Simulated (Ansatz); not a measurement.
# CH4Cl2OZr: reading failed and doubtful runs

Aim: try 4 inputs for CH4Cl2OZr as typed, read how each ends, and find what has to change.

Method: the settings change from run to run; program: Ansatz 0.2.0, Gaussian basis.

## 1. The molecule

The geometry comes from an earlier relaxation with PBE0-D4 in a triple-zeta def2 set; it is a stationary point, not always the lowest conformer. Zr takes a core potential in def2 sets; no spin-orbit term is included.

9 atoms, charge 0, spin multiplicity 1.

Atoms are counted from 1 here; the program's logs count them from 0.

Bond lengths: C1–Zr2 2.194 Å, C1–H6 1.096 Å, C1–H7 1.096 Å, C1–H8 1.096 Å, Zr2–O3 1.890 Å, Zr2–Cl4 2.351 Å, Zr2–Cl5 2.351 Å, O3–H9 0.954 Å. Angles: Zr2–C1–H6 111.0°, Zr2–C1–H7 111.0°, Zr2–C1–H8 110.2°, H6–C1–H7 108.1°, H6–C1–H8 108.3°, H7–C1–H8 108.3°, C1–Zr2–O3 104.7°, C1–Zr2–Cl4 106.3°, C1–Zr2–Cl5 106.3°, O3–Zr2–Cl4 112.5°, O3–Zr2–Cl5 112.5°, Cl4–Zr2–Cl5 113.7°, Zr2–O3–H9 169.1°.

## 2. Try 1

The input, in.yaml:

```yaml
crystal:
  periodic: [false, false, false]
  atoms:
    - {symbol: C, position_ang: [-1.385423, -0.156354, 0.219845]}
    - {symbol: Zr, position_ang: [0.656776, 0.277925, -0.453652]}
    - {symbol: O, position_ang: [1.769684, -0.474846, 0.875953]}
    - {symbol: Cl, position_ang: [0.900898, -0.780086, -2.538401]}
    - {symbol: Cl, position_ang: [0.831945, 2.619710, -0.555800]}
    - {symbol: H, position_ang: [-1.578934, 0.292973, 1.200110]}
    - {symbol: H, position_ang: [-1.549726, -1.236488, 0.301175]}
    - {symbol: H, position_ang: [-2.112590, 0.248794, -0.493204]}
    - {symbol: H, position_ang: [2.467369, -0.791626, 1.443974]}
basis:
  gaussian: {orbitals: def2-TZVPD, fitting: {mean_field: cc-pVTZ-jkfit}, final_grid: {core_spheres: 8, valence_spheres: 7, degree: 23}}
magnetization: {spin_polarized: true, initial_magnetization: 0}
hamiltonian: {xc: {name: PBEsol}, dispersion: d3bj}
scf: {lower_state_search: light}
```

On the command line:

```console
$ ansatz run in.yaml --threads 4 --pin off --events-out ev --progress --plain --max-ram 10444MiB
```

What it wrote:

```text
Functional definition: PBEsol
  name "PBEsol"
  cite "Perdew et al., Phys. Rev. Lett. 100, 136406 (2008) doi:10.1103/PhysRevLett.100.136406"
  cite "Perdew, Burke & Ernzerhof, Phys. Rev. Lett. 77, 3865 (1996) doi:10.1103/PhysRevLett.77.3865"
  parent pbesol
  exchange = pbesol_x
  correlation = pbesol_c
Error: <dir> the basis set cc-pVTZ-JKFIT has no functions for Zr
```

It took 0.05 s on 4 threads of INTEL XEON PLATINUM 8581C at 2.10GHz, shared host.

**Diagnosis.** Refused before any calculation. The fitting set named has no entry for an element of this molecule. Cure: leave the fitting key out, or name a set that covers all elements and suits the basis.

## 3. Try 2

The input, in.yaml:

```yaml
crystal:
  periodic: [false, false, false]
  atoms:
    - {symbol: C, position_ang: [-1.320013, -0.152405, 0.218921]}
    - {symbol: Zr, position_ang: [0.648014, 0.303057, -0.492284]}
    - {symbol: O, position_ang: [1.748171, -0.490761, 0.864969]}
    - {symbol: Cl, position_ang: [0.905028, -0.775871, -2.552855]}
    - {symbol: Cl, position_ang: [0.839901, 2.596168, -0.530001]}
    - {symbol: H, position_ang: [-1.613945, 0.308061, 1.202737]}
    - {symbol: H, position_ang: [-1.546035, -1.250192, 0.240077]}
    - {symbol: H, position_ang: [-2.099499, 0.257452, -0.480292]}
    - {symbol: H, position_ang: [2.404413, -0.886408, 1.444964]}
basis:
  gaussian: {orbitals: x2c-TZVPPall, final_grid: {core_spheres: 5, valence_spheres: 4, degree: 11}}
magnetization: {spin_polarized: true, initial_magnetization: 0}
hamiltonian: {xc: {name: CCSD(T)}, dispersion: d4}
scf: {lower_state_search: off}
```

Launched as before.

What it wrote:

```text
Error: YAML parse error: error: line 16 column 19: hamiltonian.xc: no functional is named "CCSD(T)"; the names, which are not case-sensitive, are SVWN5, SPW92, PBE, PBE0, PBEsol, revPBE, revPBE0, RPBE, rPW86-PBE, HSE06, wPBEh, LC-wPBE, HISS, HF, BLYP, B3LYP, B3LYP5, BHLYP, CAM-B3LYP, r2SCAN, r2SCANh, r2SCAN0, r2SCAN50, m-r2SCAN, B97, wB97, wB97X, wB97X-V, B97M-V, wB97M-V, B2PLYP, B2GP-PLYP, PBE0-DH, PBE-QIDH
  --> <input>:16:19
   |
14 |   gaussian: {orbitals: x2c-TZVPPall, final_grid: {core_spheres: 5, valence_spheres:…
15 | magnetization: {spin_polarized: true, initial_magnetization: 0}
16 | hamiltonian: {xc: {name: CCSD(T)}, dispersion: d4}
   |                   ^ hamiltonian.xc: no functional is named "CCSD(T)"; the names, which are not case-sensitive, are SVWN5, SPW92, PBE, PBE0, PBEsol, revPBE, revPBE0, RPBE, rPW86-PBE, HSE06, wPBEh, LC-wPBE, HISS, HF, BLYP, B3LYP, B3LYP5, BHLYP, CAM-B3LYP, r2SCAN, r2SCANh, r2SCAN0, r2SCAN50, m-r2SCAN, B97, wB97, wB97X, wB97X-V, B97M-V, wB97M-V, B2PLYP, B2GP-PLYP, PBE0-DH, PBE-QIDH
17 | scf: {lower_state_search: off}
   |
```

Wall time 0.05 s (4 threads of INTEL XEON PLATINUM 8581C at 2.10GHz, shared host).

Diagnosis: The program refused the input. The method's name isn't one that the program takes here. Its coordinates are also moved off the relaxed structure (shortest distance 0.96 Å, against 0.95 Å), and have to be restored too. To mend it, set xc to hf, put the coupled-cluster method under correlation, and drop any dispersion key.

## 4. Try 3

The input, in.yaml:

```yaml
crystal:
  periodic: [false, false, false]
  atoms:
    - {symbol: C, position_ang: [-1.412029, -0.133366, 0.235843]}
    - {symbol: Zr, position_ang: [0.642211, 0.322168, -0.470368]}
    - {symbol: O, position_ang: [1.809347, -0.525171, 0.917844]}
    - {symbol: Cl, position_ang: [0.853216, -0.756761, -2.526629]}
    - {symbol: Cl, position_ang: [0.865500, 2.596361, -0.526858]}
    - {symbol: H, position_ang: [-1.517203, 0.259397, 1.201511]}
    - {symbol: H, position_ang: [-1.581980, -1.257204, 0.286681]}
    - {symbol: H, position_ang: [-2.133764, 0.220265, -0.485810]}
    - {symbol: H, position_ang: [2.447848, -0.787897, 1.392625]}
basis:
  gaussian: {orbitals: def2-TZVPPP}
hamiltonian: {xc: {name: revPBE}}
accuracy: high
```

The command is unchanged.

What it wrote:

```text
Error: <dir> can't be read: No such file or directory (os error 2)
```

It took 0.05 s on 4 threads of INTEL XEON PLATINUM 8581C at 2.10GHz, shared host.

What is wrong: The program refused the input before any cycle. Its message: «<dir> can't be read: No such file or directory (os error 2)» The program finds no basis under the name given. The cure: name a listed orbital basis. Its coordinates are also moved off the relaxed structure.

## 5. Try 4

The input, in.yaml:

```yaml
crystal:
  periodic: [false, false, false]
  atoms:
    - {symbol: C, position_ang: [-1.385423, -0.156354, 0.219845]}
    - {symbol: Zr, position_ang: [0.656776, 0.277925, -0.453652]}
    - {symbol: O, position_ang: [1.769684, -0.474846, 0.875953]}
    - {symbol: Cl, position_ang: [1.131945, 2.669710, -0.505800]}
    - {symbol: Cl, position_ang: [0.831945, 2.619710, -0.555800]}
    - {symbol: H, position_ang: [-1.578934, 0.292973, 1.200110]}
    - {symbol: H, position_ang: [-1.549726, -1.236488, 0.301175]}
    - {symbol: H, position_ang: [-2.112590, 0.248794, -0.493204]}
    - {symbol: H, position_ang: [2.467369, -0.791626, 1.443974]}
basis:
  gaussian: {orbitals: def2-mTZVPP}
total_charge: 1
magnetization: {spin_polarized: true, initial_magnetization: 1}
hamiltonian: {xc: {name: CAM-B3LYP}, dispersion: d3bj}
scf: {lower_state_search: off}
output: {forces: true}
```

The command is unchanged.

What it wrote (excerpt; [...] marks lines left out):

```text
Functional definition: CAM-B3LYP
  name "CAM-B3LYP"
  cite "Yanai, Tew & Handy, Chem. Phys. Lett. 393, 51 (2004) doi:10.1016/j.cplett.2004.06.011"
  cite "Iikura, Tsuneda, Yanai & Hirao, J. Chem. Phys. 115, 3540 (2001) doi:10.1063/1.1383587"
  cite "Becke, Phys. Rev. A 38, 3098 (1988) doi:10.1103/PhysRevA.38.3098"
  cite "Lee, Yang & Parr, Phys. Rev. B 37, 785 (1988) doi:10.1103/PhysRevB.37.785"
  cite "Vosko, Wilk & Nusair, Can. J. Phys. 58, 1200 (1980) doi:10.1139/p80-159"
[...]
  # Exact exchange under (alpha + beta erf(omega r))/r, Becke's under what is left of 1/r.
[...]
1475 factors; integrals over basis functions are off by at most 1.2e-3 eV
431 factors; integrals over basis functions are off by at most 1.9e-5 eV
[...]
mean field -26676.09691031 eV, -980.3284797458 hartree, gradient 2.5e-6 eV, S^2 1.657321; 0 other end points of the search recorded, 0 dependent functions left out
[...]
Atom 0 at    -1.385423    -0.156354     0.219845 Å, force     0.092561     0.144816     0.029189 eV/Å
Atom 1 at     0.656776     0.277925    -0.453652 Å, force     0.308726     2.699307    -0.485973 eV/Å
Atom 2 at     1.769684    -0.474846     0.875953 Å, force    -0.083651     0.088559    -0.008053 eV/Å
Atom 3 at     1.131945     2.669710    -0.505800 Å, force 19200.873948  3197.976060  3199.758133 eV/Å
Atom 4 at     0.831945     2.619710    -0.555800 Å, force -19201.302904 -3200.870501 -3199.512267 eV/Å
Atom 5 at    -1.578934     0.292973     1.200110 Å, force    -0.071465    -0.090791    -0.077276 eV/Å
Atom 6 at    -1.549726    -1.236488     0.301175 Å, force     0.026437     0.018876     0.007730 eV/Å
Atom 7 at    -2.112590     0.248794    -0.493204 Å, force    -0.092355     0.033492     0.035815 eV/Å
Atom 8 at     2.467369    -0.791626     1.443974 Å, force     0.248703     0.000181     0.252702 eV/Å
Dipole moment:     0.409488     0.256602    -0.543192 e Å
Checks for a lower state left out: stability, starts, cluster_reference, orbital_swaps, neighbouring_geometries, increment
```

Wall time 4.5 s (4 threads of INTEL XEON PLATINUM 8581C at 2.10GHz, shared host); peak memory 0.57 GiB.

**Diagnosis.** It ended without an error, which proves nothing about the input. One atom was put on top of another. The shortest distance is 0.31 Å (Cl4–Cl5), against 0.95 Å in the relaxed molecule. It also asks for charge 1 and multiplicity 2, another species or state than the molecule above. Its energy is no property of the relaxed molecule. Fix: restore the atom's position, and set charge and spin to those of the species named.

## 6. How the tries ended

| try | level | ended | cause | time |
| --- | --- | --- | --- | --- |
| 1 | PBEsol/def2-TZVPD | refused | the fitting set named has no entry for an element of this molecule | 0.05 s |
| 2 | CCSD(T)/x2c-TZVPPall | refused | the method's name isn't one that the program takes here | 0.05 s |
| 3 | revPBE/def2-TZVPPP | refused | the program finds no basis under the name given | 0.05 s |
| 4 | CAM-B3LYP/def2-mTZVPP | converged | one atom was put on top of another | 4.5 s |

In words: 3 refused, 1 converged. A refusal costs next to no computing time. The dangerous case is the input that converges on a wrong geometry, charge, spin, basis or grid: often only a look at the input shows it.
